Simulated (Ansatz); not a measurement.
Task: vertical and adiabatic energies of changing the electron count of AlFH₃Sb, SMILES [F][AlH][SbH2], with the Ansatz DFT code, driven from Python. Give the script and its output. Use (for the species named): PBE, def2-SVP basis, multiplicity 1, D4 dispersion.

```yaml
atoms:
  - { symbol: F, position_ang: [-1.3058, -1.6903, 1.3532] }
  - { symbol: Al, position_ang: [-0.3444, -1.1004, -0.0437] }
  - { symbol: Sb, position_ang: [1.2787, 0.9474, 0.2431] }
  - { symbol: H, position_ang: [-0.4236, -1.7822, -1.4756] }
  - { symbol: H, position_ang: [0.7456, 1.6796, -1.2533] }
  - { symbol: H, position_ang: [0.0916, 1.8820, 1.1301] }
```

`run_adiabatic.py`
```python
"""Vertical and adiabatic ionisation of AlFH3Sb."""

import itertools

import ansatz as az
from ase.data import atomic_numbers, covalent_radii
import numpy as np

BASIS = "def2-SVP"
XC = "pbe"
VDW = "d4"
NET_CHARGE = 1

geometry_ang = [
    ("F", (-1.3058, -1.6903, 1.3532)),
    ("Al", (-0.3444, -1.1004, -0.0437)),
    ("Sb", (1.2787, 0.9474, 0.2431)),
    ("H", (-0.4236, -1.7822, -1.4756)),
    ("H", (0.7456, 1.6796, -1.2533)),
    ("H", (0.0916, 1.882, 1.1301)),
]
molecule = az.Crystal.molecule()
for symbol, xyz in geometry_ang:
    molecule = molecule.atom(symbol, xyz)

calc = (
    molecule.calculation()
    .basis(gaussian=BASIS)
    .functional(XC, dispersion=VDW)
)
symbols = [site.symbol for site in molecule.cartesian_sites]
start = np.array([site.position_ang for site in molecule.cartesian_sites], dtype=float)
report = calc.relax(force_tolerance=0.01).run(threads=1, pin="off").report
end = np.array(report["positions_ang"])

minimum = az.Crystal.molecule()
for symbol, place in zip(symbols, end):
    minimum = minimum.atom(symbol, place.tolist())
ion = (
    minimum.calculation()
    .basis(gaussian=BASIS)
    .functional(XC, dispersion=VDW)
    .charge(NET_CHARGE)
    .spin("collinear", total=1)
)
vertical = ion.run(threads=1, pin="off").report
settled = ion.relax(force_tolerance=0.01, max_steps=80).run(threads=1, pin="off").report
print(f"vertical ionisation energy   {vertical['free_energy_ev'] - report['free_energy_ev']:.3f} eV")
print(f"adiabatic, no zero point     {settled['free_energy_ev'] - report['free_energy_ev']:.3f} eV")
print(f"relaxation energy of the ion {vertical['free_energy_ev'] - settled['free_energy_ev']:.3f} eV")
ionised = np.array(settled["positions_ang"])
# pairs closer than 1.2 times the sum of covalent radii, before or after
radius = [covalent_radii[atomic_numbers[s]] for s in symbols]
span = lambda where, i, j: np.linalg.norm(where[i] - where[j])
bonded = [(i, j) for i, j in itertools.combinations(range(len(symbols)), 2) if min(span(end, i, j), span(ionised, i, j)) < 1.2 * (radius[i] + radius[j])]
print("pair        before    after (A)")
for i, j in bonded:
    print(f"{symbols[i]}{i}-{symbols[j]}{j}".ljust(10), f"{span(end, i, j):8.4f} {span(ionised, i, j):8.4f}")
for first, second in list(itertools.combinations(bonded, 2)):
    shared = set(first) & set(second)
    if shared and symbols[(j := shared.pop())] != "H":
        i, k = sorted((set(first) | set(second)) - {j})
        u, v = ionised[i] - ionised[j], ionised[k] - ionised[j]
        angle = np.degrees(np.arccos(np.clip(u @ v / np.linalg.norm(u) / np.linalg.norm(v), -1, 1)))
        print(f"final angle {symbols[i]}{i}-{symbols[j]}{j}-{symbols[k]}{k}: {angle:.2f} deg")
```

Output of `python run_adiabatic.py`:
```text
vertical ionisation energy   9.092 eV
adiabatic, no zero point     8.593 eV
relaxation energy of the ion 0.500 eV
pair        before    after (A)
F0-Al1       1.6858   1.6560
Al1-Sb2      2.6544   2.7577
Al1-H3       1.5986   1.5710
Sb2-H4       1.7366   1.7078
Sb2-H5       1.7355   1.7069
final angle F0-Al1-Sb2: 102.36 deg
final angle F0-Al1-H3: 137.63 deg
final angle Sb2-Al1-H3: 119.95 deg
final angle Al1-Sb2-H4: 118.39 deg
final angle Al1-Sb2-H5: 115.14 deg
final angle H4-Sb2-H5: 101.61 deg
```

Caveats:
- The energies are electronic: no zero-point or thermal terms, and the basis set is short of its limit. The product may relax into another structure. The relaxation finds the nearest minimum, so the adiabatic value is an upper bound.
- def2 sets replace the cores of elements past krypton by effective core potentials.
- It ran for 97 s on 1 thread of Arm Neoverse N1, with other jobs on the host, peak memory 0.24 GiB.

(Lines on the test bed's own set-up are left out of the output.)
